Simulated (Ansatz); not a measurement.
# LiH3: the cost of one run

Method: DFT PBE, scalar-relativistic, plane waves, PAW, in Ansatz 0.2.0.

## 1. The system as given

The structure is trigonal, space group P31c (No. 159). The conventional cell has a = 4.662 Å, b = 4.662 Å, c = 3.749 Å, α = 90.00°, β = 90.00°, γ = 120.00°. Li (site symmetry 3) has 3 H at 1.55 Å as nearest neighbours. H (site symmetry 1) has 1 Li at 1.55 Å as nearest neighbours.

Coordinates:

```
Li H
1.0
     4.66183    0.00000    0.00000
    -2.33092    4.03726    0.00000
     0.00000    0.00000    3.74898
Li H
2 6
Direct
  0.33333 0.66667 0.16667
  0.66667 0.33333 0.66667
  0.33333 0.40807 0.42527
  0.07473 0.66667 0.42527
  0.59193 0.92527 0.42527
  0.66667 0.07473 0.92527
  0.40807 0.33333 0.92527
  0.92527 0.59193 0.92527
```

This is candidate A: random cell with space group P31c (No. 159).

## 2. Coarse relaxation (candidate A)

Contents of input.yaml:

```yaml
crystal:
  lattice:
    - [4.6618315558, 0.0, 0.0]
    - [-2.3309157779, 4.0372645555, 0.0]
    - [0.0, 0.0, 3.7489761158]
  atoms:
    - { symbol: Li, position: [0.3333333333, 0.6666666667, 0.1666666667] }
    - { symbol: Li, position: [0.6666666667, 0.3333333333, 0.6666666667] }
    - { symbol: H, position: [0.3333333333, 0.4080665599, 0.4252667734] }
    - { symbol: H, position: [0.0747332266, 0.6666666667, 0.4252667734] }
    - { symbol: H, position: [0.5919334401, 0.9252667734, 0.4252667734] }
    - { symbol: H, position: [0.6666666667, 0.0747332266, 0.9252667734] }
    - { symbol: H, position: [0.4080665599, 0.3333333333, 0.9252667734] }
    - { symbol: H, position: [0.9252667734, 0.5919334401, 0.9252667734] }
basis:
  ecutwfc: 420
kpoints:
  mp_grid: { grid: [6, 6, 4] }
hamiltonian:
  xc: pbe
scf:
  occupations: { method: gaussian, width: 0.1 }
  lower_state_search: "off"
output:
  forces: true
  stress: true
  eigenvalues: true
relax:
  adjacent_minimum: "off"
  f_tol: 0.04
  max_steps: 70
  cell: { stress_tol: 0.4 }
```

On the command line:

```
$ ansatz run input.yaml --threads 1 --pin off --max-ram 2560MiB --backend cpu --events-out ev --progress --plain --runs-dir out
```

**Question.** How long does this run take on 1 thread of Intel Xeon 6975P-C (Granite Rapids), shared host, and how much memory does it need?

About 26 s, with a peak of 0.39 GiB.
